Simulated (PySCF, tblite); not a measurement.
**C9H7 radical: geometry, infrared bands and EPR parameters**

Aim: predict the infrared bands and EPR parameters of C9H7 radical (`[H]/[C]=C(C)/C(C#C)=C/C#C`).

Computed with tblite 0.8.0 and PySCF 2.14.0, with density-fitted response routines of our own, on a single molecule in the gas phase. Atoms are numbered from 0 throughout.

## (1) The starting structure

16 atoms, charge 0, multiplicity 2; geometry from: force field or distance geometry start.

Bonds of the start (Å): C0–C1 1.29, C1–C2 1.51, C1–C3 1.47, C3–C4 1.45, C4–C5 1.19, C3–C6 1.35, C6–C7 1.43, C7–C8 1.20, C0–H9 1.07, C2–H10 1.11, C2–H11 1.09, C2–H12 1.10, C5–H13 1.07, C6–H14 1.08, C8–H15 1.06.

## (2) Relaxing the molecule with GFN2-xTB

What the job is given:

```
{"job": {"kind": "relax", "xc": "GFN2-xTB", "basis": "xTB"}, "charge": 0, "multiplicity": 2}
C     -1.814300     0.393900    -1.589300
C     -1.352500     0.120100    -0.413500
C     -2.250200    -0.112400     0.777500
C      0.101000     0.043700    -0.184800
C      0.597800     0.442500     1.112600
C      1.009300     0.787500     2.175900
C      0.950600    -0.404000    -1.130900
C      2.368000    -0.501000    -0.957800
C      3.557100    -0.595700    -0.831700
H     -2.218100     0.632300    -2.546800
H     -3.293900    -0.287000     0.446600
H     -1.953000    -0.988500     1.355100
H     -2.271000     0.767700     1.442600
H      1.392700     1.092700     3.124800
H      0.564100    -0.716800    -2.090500
H      4.605000    -0.666000    -0.701300
```

Launch:

```bash
$ OMP_NUM_THREADS=1 python probes_run.py task.json out
```

This one command runs all jobs of the session in turn.

**Question.** This job is followed by: GFN2-xTB harmonic vibrations, gas phase; UKS B3LYP, pcH-1 on C H, non-relativistic, mean-field spin-orbit, GIAO. What will the session give for the following? strongest single infrared mode (GFN2-xTB); zero-point energy (GFN2-xTB); g(iso) (B3LYP); ⟨S²⟩; largest a(iso) (averaged by class); surface potential, 1st and 99th percentile.

As calculated:

| quantity | value |
| --- | --- |
| strongest single infrared mode (GFN2-xTB) | 725 cm⁻¹, 34 km/mol |
| zero-point energy (GFN2-xTB) | 71.9 kcal/mol |
| g(iso) (B3LYP) | 2.00230 |
| ⟨S²⟩ | 0.767 (exact 0.75) |
| largest a(iso) (averaged by class) | 13C on C0, 292.6 MHz |
| surface potential, 1st and 99th percentile | -1.03 V and 1.51 V |

In words: Relaxing lowered the energy by 0.226 eV in 132 steps; the close pair that moved most is C3–C4, from 1.445 to 1.413 Å. All 42 modes are real, so the xTB geometry is a minimum. The strongest single mode, at 725 cm⁻¹, is spread over many atoms; the largest shares are those of H9, C0. Unscaled tight-binding wavenumbers are off by several per cent, some by more. Its intensities can rank the bands wrongly. Most of the unpaired spin sits on C0 (1.08 e). The isotropic g lies 0.0 ppt below the free-electron value.
